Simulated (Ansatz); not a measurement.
## La3AlN, space group Pm-3m: an equation of state with a fit, step by step

Program: Ansatz 0.2.0, Python API.

Interactive session:
```pycon
>>> import ansatz
>>> from ase.eos import EquationOfState
>>> from ase.units import GPa
>>> import numpy as np
>>> vectors0 = np.array([
...     [5.097518, 0.0, 0.0],
...     [0.0, 5.097518, 0.0],
...     [0.0, 0.0, 5.097518],
... ])
>>> sites = [
...     ("La", (0.5, 0.5, 0.0)),
...     ("La", (0.0, 0.5, 0.5)),
...     ("La", (0.5, 0.0, 0.5)),
...     ("Al", (0.0, 0.0, 0.0)),
...     ("N", (0.5, 0.5, 0.5)),
... ]
>>> def on_lattice(cell):
...     crystal = ansatz.Crystal(lattice=ansatz.Lattice.of(cell))
...     for symbol, position in sites:
...         crystal = crystal.atom(symbol, position)
...     return crystal
...
>>> # scale the volume, keep shape and fractions
>>> volumes, energies = [], []
>>> for scale in np.linspace(0.9, 1.1, 9):
...     cell = vectors0 * scale ** (1 / 3)
...     base = (
...         on_lattice(cell).calculation()
...         .scf(tolerance=1e-10)
...         .basis(19 * ansatz.Ha)
...         .functional("LDA")
...         .occupations("gaussian", width=100 * ansatz.meV)
...         .kpoints(5, 5, 5)
...     )
...     report = base.run(threads=1).report
...     volumes.append(abs(np.linalg.det(cell)) / len(sites))
...     energies.append(report["free_energy_ev"] / len(sites))
...     print(f"V = {volumes[-1]:8.4f} A^3/atom  F = {energies[-1]:.5f} eV/atom")
...
V =  23.8423 A^3/atom  F = -3823.81796 eV/atom
V =  24.5046 A^3/atom  F = -3823.82637 eV/atom
V =  25.1669 A^3/atom  F = -3823.82603 eV/atom
V =  25.8292 A^3/atom  F = -3823.81799 eV/atom
V =  26.4915 A^3/atom  F = -3823.80317 eV/atom
V =  27.1538 A^3/atom  F = -3823.78238 eV/atom
V =  27.8161 A^3/atom  F = -3823.75631 eV/atom
V =  28.4783 A^3/atom  F = -3823.72558 eV/atom
V =  29.1406 A^3/atom  F = -3823.69076 eV/atom
>>> eos = EquationOfState(volumes, energies, eos="birchmurnaghan")
>>> v0, e0, bulk = eos.fit()
>>> print(f"V0 = {v0:.4f} A^3/atom, E0 = {e0:.5f} eV/atom, B = {bulk / GPa:.1f} GPa")
V0 = 24.8051 A^3/atom, E0 = -3823.82723 eV/atom, B = 74.7 GPa
>>> eos.plot("eos.png")
<Axes: title={'center': 'birchmurnaghan: E: -3823.827 eV, V: 24.805 Å$^3$, B: 74.653 GPa'}, xlabel='volume [Å$^3$]', ylabel='energy [eV]'>
```

A third-order Birch-Murnaghan fit through the 9 points has its minimum at 24.81 Å³ an atom, 6.4 % below the typed cell, with a bulk modulus of 75 GPa and dB/dP = 3.8. From that minimum the energy rises by 9.3 meV an atom on the compressed side and 136.5 meV on the expanded side. The window is off centre, so dB/dP is rough.

Caveats:
- Absolute energies stand on the zero of these potentials, so only differences at equal settings mean something.
- For a metal this k-point mesh is coarse: on a finer one energies can move by several to tens of meV an atom and pressures by half a GPa or more, differences at one mesh by less.
- The structure comes from a database of computed cells and needn't be a stable or known phase.
- Run time: 29 s on 1 thread of Intel(R) Xeon(R) Processor @ 2.30GHz (shared host), peak memory 0.59 GiB.
